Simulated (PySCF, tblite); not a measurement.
# C₇H₇F₃: geometry, infrared bands and NMR shifts

Wanted: the infrared bands and NMR shifts of C₇H₇F₃ (`C=CC(=C)C(=C)C(F)(F)F`), by calculation.

Computed with tblite 0.8.0 and PySCF 2.14.0, with density-fitted response routines of our own, on a single molecule in the gas phase. Atoms count from 0, in the outputs and in this text.

## (1) The starting structure

17 atoms, charge 0, multiplicity 1; geometry from: force field or distance geometry start.

Bonds of the start (Å): C0–C1 1.30, C1–C2 1.42, C2–C3 1.38, C2–C4 1.44, C4–C5 1.31, C4–C6 1.52, C6–F7 1.38, C6–F8 1.41, C6–F9 1.35, C0–H10 1.07, C0–H11 1.11, C1–H12 1.14, C3–H13 1.09, C3–H14 1.04, C5–H15 1.11, C5–H16 1.05.

## (2) Relaxing the molecule with GFN2-xTB

What the job is given:

```
{"job": {"kind": "relax", "xc": "GFN2-xTB", "basis": "xTB"}, "charge": 0, "multiplicity": 1}
C      2.273400    -0.858400     0.983900
C      1.637500     0.242800     0.714300
C      0.362800     0.514600     0.151100
C      0.077300     1.855100     0.039500
C     -0.670700    -0.366000    -0.319500
C     -0.682100    -1.678700    -0.360000
C     -1.936800     0.267500    -0.873900
F     -2.491400     0.948400     0.187200
F     -2.845200    -0.775700    -1.141100
F     -1.734200     1.040500    -1.955900
H      1.986400    -1.876700     0.840100
H      3.278600    -0.749700     1.447600
H      2.218000     1.173300     1.013400
H      0.861200     2.514300     0.409500
H     -0.802700     2.269700    -0.340900
H     -1.598300    -2.153200    -0.764700
H      0.059100    -2.355900    -0.040500
```

The run is started by

```sh
OMP_NUM_THREADS=1 python probes_run.py task.json out
```

This one command runs all jobs of the session in turn.

**Question.** This job is followed by: GFN2-xTB harmonic vibrations, gas phase; GIAO PBE0/pcSseg-1 NMR shielding, non-relativistic, gas phase. What will the session give for the following? strongest single infrared mode (GFN2-xTB); zero-point energy (GFN2-xTB); ¹³C shifts against TMS (PBE0/pcSseg-1); ¹H shifts against TMS (PBE0/pcSseg-1); ¹⁹F shifts against CFCl3 (PBE0/pcSseg-1, means over atoms taken as alike).

As calculated:

```
                                                                 quantity                                                value
                                strongest single infrared mode (GFN2-xTB)                                1038 cm⁻¹, 304 km/mol
                                             zero-point energy (GFN2-xTB)                                        74.8 kcal/mol
                                   ¹³C shifts against TMS (PBE0/pcSseg-1)  147.8, 146.3, 145.9, 132.9, 132.2, 126.0, 125.5 ppm
                                    ¹H shifts against TMS (PBE0/pcSseg-1)         6.77, 6.55, 6.09, 5.80, 5.79, 5.66, 5.65 ppm
¹⁹F shifts against CFCl3 (PBE0/pcSseg-1, means over atoms taken as alike)                                            -79.0 ppm
```

What this shows: The optimisation took 297 steps and gained 0.992 eV; among the close pairs (by a distance rule), C6–F8 changed most, from 1.409 to 1.342 Å. No mode is imaginary among the 45: a minimum at this level. The strongest single mode, at 1038 cm⁻¹, moves mainly C6. Unscaled tight-binding wavenumbers are off by several per cent, some by more. Its intensities can rank the bands wrongly. H12 (hydrogen on an alkene CH) lies farthest downfield among hydrogen, at 6.77 ppm; olefinic region.
